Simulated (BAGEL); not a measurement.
**BGeSiH4F (SMILES F[SiH]1[BH][GeH2]1): RI-MP2/def2-SVP (density fitting with cc-pvqz-jkfit)**

What is the energy change on altering one bond length of BGeSiH4F at RI-MP2/def2-SVP (density fitting with cc-pvqz-jkfit)? 

Program for the calculation: BAGEL 1.2.2.

3 further runs of the same task are left out: 2 that didn't finish, 1 set aside as unsound or not needed.

## 1. The molecule

BGeSiH4F has 8 atoms, charge 0, and is taken as a singlet. As SMILES, `F[SiH]1[BH][GeH2]1`. Geometry: relaxed at PBE0-D4/def2-TZVP.

Bond lengths: F1–Si2 1.593 Å, Si2–B3 1.853 Å, B3–Ge4 1.921 Å, Si2–H5 1.480 Å, B3–H6 1.187 Å, Ge4–H7 1.537 Å, Ge4–H8 1.538 Å. Angles: F1–Si2–B3 128.9°, Si2–B3–Ge4 100.3°, F1–Si2–H5 105.5°, B3–Si2–H5 125.6°, Si2–B3–H6 133.1°, Ge4–B3–H6 126.6°, B3–Ge4–H7 123.7°, B3–Ge4–H8 127.8°, H7–Ge4–H8 108.5°. A long bond or contact: Si2–Ge4 2.898 Å.

## 2. A single-point energy at RI-MP2/def2-SVP (density fitting with cc-pvqz-jkfit)

Input file mp2.json:

```json
{ "bagel": [

{
  "title": "molecule",
  "basis": "svp",
  "df_basis": "cc-pvqz-jkfit",
  "angstrom": true,
  "geometry": [
    { "atom": "F", "xyz": [      -2.802200,      -0.097000,       1.042600 ] },
    { "atom": "Si", "xyz": [      -1.254200,      -0.152100,       0.669600 ] },
    { "atom": "B", "xyz": [      -0.400100,       0.469700,      -0.853200 ] },
    { "atom": "Ge", "xyz": [       1.417000,      -0.002300,      -0.444500 ] },
    { "atom": "H", "xyz": [      -0.596000,      -0.820500,       1.814600 ] },
    { "atom": "H", "xyz": [      -0.786100,       1.014100,      -1.834400 ] },
    { "atom": "H", "xyz": [       1.843400,      -0.708900,       0.852500 ] },
    { "atom": "H", "xyz": [       2.670300,       0.239800,      -1.303100 ] }
  ]
},

{
  "title": "hf",
  "charge": 0
},

{
  "title": "mp2",
  "charge": 0,
  "ncore": 16
}

]}
```

Started as:

```sh
$ BAGEL_NUM_THREADS=1 BAGEL mp2.json > mp2.out
```

Standard output:

```text
* using 1 threads per process

  ===============================================================
  ===============================================================

  *** Geometry ***

  { "atom" : "F", "xyz" : [     -5.295391,     -0.183303,      1.970228 ] },
  { "atom" : "Si", "xyz" : [     -2.370095,     -0.287427,      1.265361 ] },
  { "atom" : "B", "xyz" : [     -0.756079,      0.887604,     -1.612314 ] },
  { "atom" : "Ge", "xyz" : [      2.677742,     -0.004346,     -0.839983 ] },
  { "atom" : "H", "xyz" : [     -1.126277,     -1.550520,      3.429097 ] },
  { "atom" : "H", "xyz" : [     -1.485514,      1.916371,     -3.466514 ] },
  { "atom" : "H", "xyz" : [      3.483521,     -1.339627,      1.610992 ] },
  { "atom" : "H", "xyz" : [      5.046136,      0.453156,     -2.462502 ] },

  Number of auxiliary basis functions:      782

  Since a DF basis is specified, we compute 2- and 3-index integrals:
    o Being stored without compression. Storage requirement is 0.060 GB

  Number of basis functions:       98
  Number of electrons      :       64

    * METHOD: MOLECULE                             0.79

  *** RHF ***

  === Nuclear Repulsion ===
   285.3992666481

      * DIIS with orbital gradients will be used.

  === RHF iteration (svp) ===
      0      -2490.08224017          0.01447978           0.37
      1      -2490.21022698          0.00858435           0.35
      2      -2490.26283924          0.00124452           0.35
      3      -2490.26450271          0.00043290           0.36
      4      -2490.26468555          0.00008342           0.28
      5      -2490.26469995          0.00003240           0.21
      6      -2490.26470271          0.00001204           0.22
      7      -2490.26470306          0.00000429           0.22
      8      -2490.26470309          0.00000139           0.22
      9      -2490.26470310          0.00000055           0.21
     10      -2490.26470310          0.00000023           0.24
     11      -2490.26470310          0.00000012           0.26
     12      -2490.26470310          0.00000004           0.21
     13      -2490.26470310          0.00000002           0.21
     14      -2490.26470310          0.00000001           0.23
    * SCF iteration converged.

    * Permanent dipole moment:
           (   -0.704703,     0.296365,    -0.382458) a.u.

    * METHOD: HF                                   4.58

  *** RHF ***

  === Nuclear Repulsion ===
   285.3992666481

      * DIIS with orbital gradients will be used.

  === RHF iteration (svp) ===
      0      -2490.26470310          0.00000000           0.24
    * SCF iteration converged.

    * Permanent dipole moment:
           (   -0.704704,     0.296365,    -0.382458) a.u.

  === DF-MP2 calculation ===

    * freezing 16 orbitals
    * 3-index integral transformation done
    * assembly done

      MP2 correlation energy:   -0.6032361036      0.12

      MP2 total energy:       -2490.8679392005

    * METHOD: MP2                                  0.58

  ===============================================================
```

Wall time 6.6 s (1 thread of Intel Xeon Platinum 8488C (Sapphire Rapids), shared host); peak memory 0.23 GiB.

## 3. The distorted shape

Input file calc.json:

```json
{ "bagel" : [

{
  "title" : "molecule",
  "basis" : "svp",
  "df_basis" : "cc-pvqz-jkfit",
  "angstrom" : true,
  "geometry" : [
    { "atom" : "F", "xyz" : [      -3.229259,      -0.407907,       1.804017 ] },
    { "atom" : "Si", "xyz" : [      -1.681259,      -0.463007,       1.431017 ] },
    { "atom" : "B", "xyz" : [      -0.400100,       0.469700,      -0.853200 ] },
    { "atom" : "Ge", "xyz" : [       1.417000,      -0.002300,      -0.444500 ] },
    { "atom" : "H", "xyz" : [      -1.023059,      -1.131407,       2.576017 ] },
    { "atom" : "H", "xyz" : [      -0.786100,       1.014100,      -1.834400 ] },
    { "atom" : "H", "xyz" : [       1.843400,      -0.708900,       0.852500 ] },
    { "atom" : "H", "xyz" : [       2.670300,       0.239800,      -1.303100 ] }
  ]
},

{
  "title" : "hf"
},

{
  "title" : "mp2",
  "ncore" : 16
}

]}
```

Started as:

```sh
$ BAGEL_NUM_THREADS=1 BAGEL calc.json > calc.out
```

Standard output:

```text
* using 1 threads per process

  ===============================================================
  ===============================================================

  *** Geometry ***

  { "atom" : "F", "xyz" : [     -6.102415,     -0.770833,      3.409098 ] },
  { "atom" : "Si", "xyz" : [     -3.177119,     -0.874956,      2.704230 ] },
  { "atom" : "B", "xyz" : [     -0.756079,      0.887604,     -1.612314 ] },
  { "atom" : "Ge", "xyz" : [      2.677742,     -0.004346,     -0.839983 ] },
  { "atom" : "H", "xyz" : [     -1.933301,     -2.138049,      4.867967 ] },
  { "atom" : "H", "xyz" : [     -1.485514,      1.916371,     -3.466514 ] },
  { "atom" : "H", "xyz" : [      3.483521,     -1.339627,      1.610992 ] },
  { "atom" : "H", "xyz" : [      5.046136,      0.453156,     -2.462502 ] },

  Number of auxiliary basis functions:      782

  Since a DF basis is specified, we compute 2- and 3-index integrals:
    o Being stored without compression. Storage requirement is 0.060 GB

  Number of basis functions:       98
  Number of electrons      :       64

    * METHOD: MOLECULE                             1.18

  *** RHF ***

  === Nuclear Repulsion ===
   252.4647257595

      * DIIS with orbital gradients will be used.

  === RHF iteration (svp) ===
      0      -2489.94493075          0.01534247           0.28
      1      -2490.08961696          0.00993883           0.21
      2      -2490.16462703          0.00142820           0.21
      3      -2490.16805450          0.00045560           0.21
      4      -2490.16837097          0.00019221           0.21
      5      -2490.16851776          0.00010071           0.21
      6      -2490.16857521          0.00003886           0.33
      7      -2490.16858234          0.00001482           0.33
      8      -2490.16858305          0.00000551           0.33
      9      -2490.16858311          0.00000167           0.36
     10      -2490.16858311          0.00000068           0.35
     11      -2490.16858312          0.00000027           0.35
     12      -2490.16858312          0.00000013           0.34
     13      -2490.16858312          0.00000006           0.38
     14      -2490.16858312          0.00000003           0.37
     15      -2490.16858312          0.00000001           0.35
     16      -2490.16858312          0.00000001           0.36
    * SCF iteration converged.

    * Permanent dipole moment:
           (    0.240710,     0.364697,    -0.810630) a.u.

    * METHOD: HF                                   5.74

  *** RHF ***

  === Nuclear Repulsion ===
   252.4647257595

      * DIIS with orbital gradients will be used.

  === RHF iteration (svp) ===
      0      -2490.16858312          0.00000000           0.33
    * SCF iteration converged.

    * Permanent dipole moment:
           (    0.240711,     0.364697,    -0.810631) a.u.

  === DF-MP2 calculation ===

    * freezing 16 orbitals
    * 3-index integral transformation done
    * assembly done

      MP2 correlation energy:   -0.5910273588      0.13

      MP2 total energy:       -2490.7596104746

    * METHOD: MP2                                  0.81

  ===============================================================
```

It took 8.1 s on 1 thread of Intel Xeon Platinum 8488C (Sapphire Rapids), shared host; peak memory 0.23 GiB.

## 4. What came out

At RI-MP2/def2-SVP (density fitting with cc-pvqz-jkfit), 16 core orbitals frozen:

```
                                                          quantity           value
                                         first shape: total energy  -2490.86794 Eh
         first shape: correlation energy (16 core orbitals frozen)      -603.2 mEh
                                     distorted shape: total energy  -2490.75961 Eh
     distorted shape: correlation energy (16 core orbitals frozen)      -591.0 mEh
energy change with the Si2–B3 bond stretched from 1.853 to 2.780 Å        2.948 eV
```

What this shows: With the Si2–B3 bond stretched from 1.853 to 2.780 Å the energy rises by 2.95 eV (68 kcal/mol). The first shape isn't relaxed at this level, so the change isn't measured from a minimum.
